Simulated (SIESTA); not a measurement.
Ta3AsAu2O13 under changes of volume

One of the cells (16.085 Å³/atom); the others are scaled copies at fixed shape and fractional positions:

```xyz
19
Lattice="5.7618 0.0000 0.0000 1.3032 6.2981 0.0000 0.2699 1.3185 8.4218" Properties=species:S:1:pos:R:3 pbc="T T T"
Ta    1.8065    2.6927    4.9209
Ta    0.6061    2.0171    8.4096
Ta    4.3023    4.5796    4.2515
As    4.7756    6.7438    6.9942
Au    3.5126    0.8266    1.5675
Au    1.4487    5.7584    3.7630
O     4.9149    5.3287    5.9869
O     3.3377    1.7631    5.8637
O     6.3082    6.8031    7.7423
O     3.3752    6.7275    7.9713
O     4.5964    1.8824    0.2607
O     1.7328    1.5196    0.9327
O     0.9983    1.2393    4.1354
O     3.3917    3.0227    3.6634
O     0.9037    2.7169    6.6190
O     6.1945    3.9549    3.8441
O     4.0837    5.8246    2.9452
O     2.4447    4.7908    5.2613
O     6.5952    6.2927    1.9064
```

The cell was built by a generator and needn't be a form met in nature.

- Program: SIESTA 5.4.2
- Functional: PBE
- Potentials or basis: PseudoDojo 0.4 standard (PBE files)
- Basis: DZP (energy shift 0.003 Ry; two zetas on semicore shells)
- Grid cutoff: 800 Ry
- Energy shift: 0.003 Ry
- k mesh: 5 × 5 × 4
- Occupations: fermi-dirac, width 0.05 eV
- Spin: no spin polarisation

| volume (Å³/atom) | energy over the lowest point (meV/atom) | pressure (GPa) | gap on the mesh (eV) | largest force (eV/Å) |
| --- | --- | --- | --- | --- |
| 14.823 | 59.35 | 15.6 | 1.38 | 1.945 |
| 15.139 | 33.08 | 11.2 | 1.30 | 1.436 |
| 15.454 | 14.99 | 7.3 | 1.23 | 1.129 |
| 16.085 | 0.00 | 0.6 | 1.10 | 0.648 |
| 16.400 | ? | ? | ? | ? |
| 16.716 | 8.63 | -4.8 | 0.98 | 0.836 |

Question: What does the run at 16.400 Å³/atom give?

Answer: Energy over the lowest point 1.67 meV/atom; pressure -2.2 GPa; gap on the mesh 1.03 eV; largest force 0.571 eV/Å.

Worked out: A Birch-Murnaghan fit of order 3 (a polynomial in V^(-2/3)) to the other rows has its minimum at 16.15 Å³/atom with B0 = V·E''(V) = 150 GPa and B' = 4.5 at fixed shape and positions, which overstates the stiffness. It gives 1.66 meV/atom at 16.400 Å³/atom, against the run's 1.67, and -dE/dV = -2.2 GPa, against -2.2. A straight line through the other rows of the gap, of slope -3.31 eV per unit of ln V, gives 1.04 eV, against the run's 1.03.

Energies are extrapolated to zero smearing.

Caveats: short orbitals over semicore shells can move pressures by several GPa; spin-orbit coupling is left out, which moves the levels of the heavy elements; an odd mesh through Γ misses points on the zone boundary, where band edges often lie; the basis of atomic orbitals isn't converged, which shifts pressures, moduli and gaps; forces of over 1 eV/Å show positions far from the minimum, so gaps and moduli don't describe the material at rest (some runs).
